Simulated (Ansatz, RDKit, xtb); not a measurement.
**Isomers of C5H7B, a sample narrowed down**

A sample of isomers of C5H7B is drawn. Aim: find which of them has the lowest free energy at 298.15 K, then its properties. The sample is small against all isomers, and the most stable one of this formula need not be in it.

The funnel: GFN2-xTB relaxations, single points with a density functional, relaxations at B3LYP/def2-SVP, harmonic vibrations (at GFN2-xTB), and a last energy at a higher level. All values are calculated.

## 1. Candidates

Isomers were taken from a list of plausible structures; this is a sample, not all of them. That gives 3 candidates.

| label | SMILES | spin |
| --- | --- | --- |
| c103 | BC1=CC=CC1 | singlet |
| c288 | BC1=CCC=C1 | singlet |
| c334 | BC1C=CC=C1 | singlet |

Candidates are built by distance geometry, with a force field where one applies, in up to four conformers (letters a to d).

Q: Predict the outcome of this search (final energies at CCSD(T)/def2-SVP + MP2/def2-TZVPP - MP2/def2-SVP).

| quantity | value |
| --- | --- |
| lowest structure found | BC1=CC=CC1, singlet |
| next finalist | BC1=CCC=C1, singlet, 2.5 kcal/mol higher in G |
| share at equilibrium, among the finalists | 98.6 % |

The lowest structure found is `BC1=CC=CC1`. The margin, 2.5 kcal/mol, is modest. GFN2-xTB, HF/STO-3G, r2SCAN-D4/def2-SVP, B3LYP/def2-SVP, HF/def2-SVP and MP2/def2-SVP already put its bonding pattern lowest among the structures in one piece. Lowest found is not proven lowest: the search is finite, and each finalist counts with one conformer. Only 3 drawn patterns were tried, so whole families of isomers are missing, and the result ranks this sample alone. The lowest isomer need not be the one that is made and kept in a bottle, which depends on barriers.
